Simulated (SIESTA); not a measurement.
# Cs in SIESTA: settings compared, part 2 of 2

SIESTA 5.4.2.

### 6 Single point, vdW-DF-C09

Cs.fdf reads:

```
SystemName                      Cs
SystemLabel                     Cs
NumberOfSpecies                 1
NumberOfAtoms                   3
%block ChemicalSpeciesLabel
  1  55 Cs
%endblock ChemicalSpeciesLabel

LatticeConstant                 1.0 Ang
%block LatticeVectors
     5.5837899523     0.0000000000     0.0000000000
     0.0000000000     5.5837899523     0.0000000000
     0.0000000000     0.0000000000    22.8966714800
%endblock LatticeVectors
AtomicCoordinatesFormat         Ang
%block AtomicCoordinatesAndAtomicSpecies
     2.7918949762     2.7918949762     7.5000000000  1
     0.0000000000     0.0000000000    11.4483357400  1
     2.7918949762     2.7918949762    15.3966714800  1
%endblock AtomicCoordinatesAndAtomicSpecies

%block kgrid.MonkhorstPack
    5   0   0  0.0
    0   5   0  0.0
    0   0   1  0.0
%endblock kgrid.MonkhorstPack
XC.Functional                   VDW
XC.Authors                      C09
PAO.BasisSize                   DZP
PAO.EnergyShift                 0.003 Ry
Mesh.Cutoff                     500 Ry
OccupationFunction              FD
ElectronicTemperature           0.05 eV
Slab.DipoleCorrection           vacuum
MaxSCFIterations                120
SCF.MustConverge                false
SCF.Mixer.Method                Pulay
SCF.Mixer.Weight                0.25
SCF.Mixer.History               8
SCF.DM.Tolerance                5.0e-05
SCF.H.Tolerance                 1.0e-03 eV
WriteForces                     true
Charge.Mulliken                 end
Charge.Hirshfeld                end
Charge.Voronoi                  end
SaveRho                         true
SaveElectrostaticPotential      true
%block PAO.Basis
  Cs 5
  n=5 0 2
    4.705 0.000
  n=6 0 2
    9.500 0.000
  n=5 1 2
    5.749 0.000
  n=6 1 1
    9.500
  n=5 2 1
    7.000
%endblock PAO.Basis
```

Potentials or basis: PseudoDojo 0.4 standard (PBE files), DZP (energy shift 0.003 Ry; two zetas on semicore shells; d shell added on Cs).

On the command line:

```
$ siesta < Cs.fdf > Cs.out 2>&1
```

Cs.out:

```text
Version         : 5.4.2

[... 6 lines left out ...]
 NOTE: Please see the manual for full details and compatibility measures.

reinit: Reading from standard input
reinit: Dumping input in INPUT_TMP.83737
************************** Dump of input data file ****************************
SystemName                      Cs
SystemLabel                     Cs
NumberOfSpecies                 1
NumberOfAtoms                   3
%block ChemicalSpeciesLabel
  1  55 Cs
%endblock ChemicalSpeciesLabel
LatticeConstant                 1.0 Ang
%block LatticeVectors
     5.5837899523     0.0000000000     0.0000000000
     0.0000000000     5.5837899523     0.0000000000
     0.0000000000     0.0000000000    22.8966714800
%endblock LatticeVectors
AtomicCoordinatesFormat         Ang
%block AtomicCoordinatesAndAtomicSpecies
     2.7918949762     2.7918949762     7.5000000000  1
     0.0000000000     0.0000000000    11.4483357400  1
     2.7918949762     2.7918949762    15.3966714800  1
%endblock AtomicCoordinatesAndAtomicSpecies
%block kgrid.MonkhorstPack
    5   0   0  0.0
    0   5   0  0.0
    0   0   1  0.0
%endblock kgrid.MonkhorstPack
XC.Functional                   VDW
XC.Authors                      C09
PAO.BasisSize                   DZP
PAO.EnergyShift                 0.003 Ry
Mesh.Cutoff                     500 Ry
OccupationFunction              FD
ElectronicTemperature           0.05 eV
Slab.DipoleCorrection           vacuum
MaxSCFIterations                120
SCF.MustConverge                false
SCF.Mixer.Method                Pulay
SCF.Mixer.Weight                0.25
SCF.Mixer.History               8
SCF.DM.Tolerance                5.0e-05
SCF.H.Tolerance                 1.0e-03 eV
WriteForces                     true
Charge.Mulliken                 end
Charge.Hirshfeld                end
Charge.Voronoi                  end
SaveRho                         true
SaveElectrostaticPotential      true
%block PAO.Basis
  Cs 5
  n=5 0 2
[... 540 lines left out ...]
siesta:    Tot    0.000000    0.000000   -0.000000

siesta: Stress tensor (static) (eV/Ang**3):
siesta:     0.001705   -0.000000   -0.000000
siesta:    -0.000000    0.001705    0.000000
siesta:    -0.000000   -0.000000    0.000939

siesta: Cell volume =        713.888685 Ang**3

siesta: Pressure (static):
siesta:                Solid            Molecule  Units
siesta:          -0.00001579         -0.00001243  Ry/Bohr**3
siesta:          -0.00144931         -0.00114170  eV/Ang**3
siesta:          -2.32205818         -1.82921180  kBar

Basis Enthalpy Calculation:
    Basis Pressure for species 1(Cs) :      0.2000000 GPa

    Orbital volume contribution        =           6.705413 eV
    (Free)E + p_basis*V_orbitals       =       -1897.533298 eV
    (Free)Eharris+ p_basis*V_orbitals  =       -1897.533298 eV

mulliken: Atomic and Orbital Populations:

Species: Cs
Atom  Qatom  Qorb
               5s      5s      6s      6s      5py     5pz     5px     5py
               5pz     5px     6py     6pz     6px     5dxy    5dyz    5dz2
               5dxz    5dx2-y2
   1  9.024   1.956   0.046   0.861  -0.049   1.903   1.910   1.903   0.099
              0.090   0.099   0.075   0.026   0.075   0.003   0.004   0.005

              0.004   0.013
   2  8.953   1.956   0.048   0.680  -0.026   1.900   1.898   1.900   0.104
              0.107   0.104   0.074   0.086   0.074   0.004   0.016   0.005

              0.016   0.007
   3  9.024   1.956   0.046   0.861  -0.049   1.903   1.910   1.903   0.099
              0.090   0.099   0.075   0.026   0.075   0.003   0.004   0.005

              0.004   0.013

mulliken: Qtot =       27.000

Mulliken Atomic Populations:
Atom #   charge [q] valence [e]  Species
     1    -0.023613    9.023613  Cs
     2     0.047225    8.952775  Cs
     3    -0.023613    9.023613  Cs
 Total    -0.000000

siesta: Electric dipole (a.u.)  =   -0.000000   -0.000000   -0.000000
siesta: Electric dipole (Debye) =   -0.000000   -0.000000   -0.000000

Hirshfeld Atomic Populations:
Atom #   charge [q] valence [e]  Species
     1     0.003750    8.996250  Cs
     2    -0.007501    9.007501  Cs
     3     0.003750    8.996250  Cs
 Total    -0.000000

Voronoi Atomic Populations:
Atom #   charge [q] valence [e]  Species
     1    -0.001058    9.001058  Cs
     2     0.002115    8.997885  Cs
     3    -0.001058    9.001058  Cs
 Total    -0.000001
Dipole moment in unit cell =      -0.0000      -0.0000      -0.0000 D
Electric field for dipole correction =     0.000000     0.000000     0.000000 eV/Ang/e

dhscf: Vacuum level (max, mean) =   -0.210649   -0.318265 eV

Job completed
```

Run time: 3.2 min. Hardware: 1 thread of Arm Neoverse V2, shared host; peak memory 1 GiB.

Results:

```yaml
Free_energy: -1904.2387 eV
Largest_force: 0.083 eV/Å
Band_gap_on_the_k_mesh: none (metal or under the smearing width)
Work_function: 1.30 eV
```

Forces on the atoms (eV/Å):
```
Cs   0.000  0.000  0.083
Cs   0.000  0.000  0.000
Cs   0.000  0.000 -0.083
```

Stress tensor (GPa, compression positive):
```
-0.27  0.00  0.00
 0.00 -0.27  0.00
 0.00  0.00 -0.15
```

Caveat: the potentials were made for another functional, which shifts forces and pressure; the basis of atomic orbitals isn't converged, which shifts pressures, moduli and gaps.

### 7 Summary

| level | gap on the mesh (eV) | largest force (eV/Å) | work function (eV) |
| --- | --- | --- | --- |
| PBE | none | 0.05 | 1.25 |
| vdW-DF | none | 0.05 | 1.36 |
| vdW-DF2 | none | 0.07 | 1.65 |
| optB88-vdW | none | 0.08 | 1.44 |
| vdW-DF-C09 | none | 0.08 | 1.30 |

Alike in all rows: task single point; potentials or basis PseudoDojo 0.4 standard (PBE files), DZP (energy shift 0.003 Ry; two zetas on semicore shells; d shell added on Cs); no spin polarisation; cell as given; k mesh 5 × 5 × 1; smearing fermi-dirac 0.05 eV; grid cutoff 500 Ry; energy shift 0.003 Ry.

Caveats: the basis of atomic orbitals isn't converged, which shifts pressures, moduli and gaps; the potentials were made for another functional, which shifts forces and pressure (some runs).

Total energies depend on the potentials used, so only differences within one code and one set of settings carry meaning.
